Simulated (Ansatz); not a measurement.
**GeNO+ (quintet): from Hartree-Fock to the top rungs, cc-pVTZ**

One table from this session's results is given with a row withheld; the runs are named, their logs left out.

Computed with Ansatz 0.2.0, Gaussian basis. Level: cc-pVTZ, core rule «outside noble gas», up to 16 orbitals frozen.

The runs, in order: UHF; CCSD(T) on ROHF; CCSD(T) on UHF; BCCD(T) on ROHF; CCSDT(Q) on ROHF; CCSDT(Q) on UHF; CASSCF and NEVPT2, 14 electrons in 12 orbitals.

4 further runs of the same task are left out: 1 for a known fault of the program, 3 set aside as unsound or not needed.

## What is computed

The geometry is a PBE0/def2-TZVP stationary point (not a proven minimum) of the parent state, kept for this charge and spin. No spin-orbit coupling is included. The filled d shell of Ge may be among the frozen orbitals whatever the setting's name suggests; the logs give the count.

3 atoms, charge 1, spin multiplicity 5.

Atoms are counted from 1 here; the program's logs count them from 0.

Bond lengths: Ge1–N2 1.964 Å, N2–O3 1.186 Å. Angles: Ge1–N2–O3 125.5°.

The first run:

File in.yaml:

```yaml
crystal:
  periodic: [false, false, false]
  atoms:
    - {symbol: Ge, position_ang: [0.000000, -0.030940, 0.697355]}
    - {symbol: N, position_ang: [0.000000, 0.477061, -1.200315]}
    - {symbol: O, position_ang: [0.000000, -0.277170, -2.115293]}
basis:
  gaussian: {orbitals: cc-pVTZ}
total_charge: 1
magnetization: {spin_polarized: true, initial_magnetization: 4}
hamiltonian: {xc: hf}
output: {orbitals: {seedname: orbitals}}
```

Run with:

```sh
$ ansatz run in.yaml --threads 1 --pin off --events-out ev --progress --plain --max-ram 4096MiB --backend cpu
```

Steps of the session up to this table: UHF; CCSD(T) on ROHF; CCSD(T) on UHF; BCCD(T) on ROHF; CCSDT(Q) on ROHF; CCSDT(Q) on UHF; CASSCF and NEVPT2, 14 electrons in 12 orbitals.

One table of the session follows, with a row left open; its other results are not shown here.

```
        method  from RCCSDT(Q) (kcal/mol)
          ROHF                    +310.06
           UHF                          ?
          RMP2                     +20.82
          UMP2                     +32.50
         RCCSD                     +18.78
         UCCSD                     +17.44
      RCCSD(T)                      +2.68
      UCCSD(T)                      +2.26
       BCCD(T)                      +2.33
        RCCSDT                      +2.02
        UCCSDT                      +1.21
     RCCSDT(Q)                          0
     UCCSDT(Q)                      -0.77
CASSCF valence                    +206.73
NEVPT2 valence                     +36.56
```

Estimate the missing values for UHF.

The run gave: from RCCSDT(Q) (kcal/mol): +299.53. In the column «from RCCSDT(Q) (kcal/mol)» it lies between CASSCF valence (+206.73) and ROHF (+310.06).

Limits of these values: Warnings: spin contamination; large T1 diagnostic. Restricted and unrestricted rows rest on different reference determinants; where their highest levels disagree by more than a few hundredths of an eV, they describe different states and don't form one ladder.
